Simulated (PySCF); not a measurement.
# C2H9BGeS: the cost of one run

Computed with PySCF 2.14.0, with density-fitted response routines of our own, on a single molecule in the gas phase. Atoms count from 0, in the outputs and in this text.

## 1. The starting structure

14 atoms, charge 0, multiplicity 1; geometry from: GFN2-xTB. The atoms were then displaced at random by about 0.01 Å, so the start is not that level's minimum.

Bonds of the start (Å): C0–S1 1.81, S1–B2 1.75, B2–Ge3 1.97, Ge3–C4 1.99, C0–H5 1.08, C0–H6 1.11, C0–H7 1.10, B2–H8 1.19, Ge3–H9 1.49, Ge3–H10 1.54, C4–H11 1.10, C4–H12 1.11, C4–H13 1.09.

## 2. Relaxing the molecule at PBE0-D3(BJ)/def2-SVP

Job settings and geometry (Å):

```
{"job": {"xc": "PBE0", "basis": "def2-SVP", "d3": "d3bj", "grid": 1, "shake": 0.01, "kind": "geom"}, "charge": 0, "multiplicity": 1}
C      2.010420     0.775790    -0.863070
S      2.273270    -0.142230     0.674590
B      0.795730    -1.048790     0.931550
Ge    -0.792950    -0.970040    -0.231930
C     -1.997300     0.574480     0.139890
H      1.842540     0.111550    -1.691690
H      1.127060     1.433640    -0.747420
H      2.885760     1.415860    -1.047790
H      0.840360    -1.699320     1.926370
H     -0.570930    -0.934650    -1.708540
H     -1.710760    -2.193270    -0.087330
H     -2.356860     0.532280     1.178560
H     -2.878010     0.606290    -0.527560
H     -1.475460     1.523330     0.041630
```

Started as:

```bash
OMP_NUM_THREADS=1 python probes_run.py task.json out
```

This one command runs all jobs of the session in turn.

**Question.** How long does this first job take on 1 thread of Arm Neoverse V1, shared host, and how much memory does it need?

About 65 s, with a peak of 0.52 GiB.
